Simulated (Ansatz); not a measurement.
# P2CO3: the cost of one run

Method: DFT PBE+D3(BJ), scalar-relativistic, plane waves, PAW, in Ansatz 0.2.0.

## 1. Starting point

Symmetry: P6/mmm, No. 191, hexagonal system. Conventional cell: a = 5.186 Å, b = 5.186 Å, c = 3.095 Å, α = 90.00°, β = 90.00°, γ = 120.00°. P (site symmetry -6m2) has 6 O at 2.15 Å in its first shell of neighbours. C (site symmetry 6/mmm) has 6 P at 2.99 Å and 12 O at 3.02 Å and 2 C at 3.09 Å in its first shell of neighbours. O (site symmetry mmm) is surrounded by 4 P at 2.15 Å.

Structure file:

```xyz
6
Lattice="5.1856 0.0000 0.0000 -2.5928 4.4908 0.0000 0.0000 0.0000 3.0945" Properties=species:S:1:pos:R:3 pbc="T T T"
P     0.0000    2.9939    0.0000
P     2.5928    1.4969    0.0000
C     0.0000    0.0000    0.0000
O     2.5928    0.0000    1.5473
O     1.2964    2.2454    1.5473
O    -1.2964    2.2454    1.5473
```

Recipe of the guess: species swapped into a database cell of GdCo3B2 (P6/mmm, No. 191), with C on the Gd sites, O on the Co sites and P on the B sites. Lengths come from tabulated atomic sizes and are only a guess.

## 2. Probe: one point on a coarse mesh

input.yaml reads:

```yaml
crystal:
  lattice:
    - [5.1855564, 0.0, 0.0]
    - [-2.5927782, 4.49082357, 0.0]
    - [0.0, 0.0, 3.09452419]
  atoms:
    - { symbol: P, position: [0.33333333, 0.66666667, 0.0] }
    - { symbol: P, position: [0.66666667, 0.33333333, 0.0] }
    - { symbol: C, position: [0.0, 0.0, 0.0] }
    - { symbol: O, position: [0.5, 0.0, 0.5] }
    - { symbol: O, position: [0.5, 0.5, 0.5] }
    - { symbol: O, position: [0.0, 0.5, 0.5] }
basis:
  ecutwfc: 420
kpoints:
  mp_grid: { grid: [6, 6, 6] }
hamiltonian:
  xc: pbe
  dispersion: d3bj
scf:
  occupations: { method: gaussian, width: 0.1 }
  lower_state_search: "off"
output:
  forces: true
  stress: true
  eigenvalues: true
```

On the command line:

```sh
ansatz run input.yaml --threads 1 --pin off --max-ram 2560MiB --backend cpu --events-out ev --progress --plain --runs-dir out
```

What time and memory should one allow on 1 thread of Arm Neoverse N1, shared host?

About 5.3 s, with a peak of 0.33 GiB.
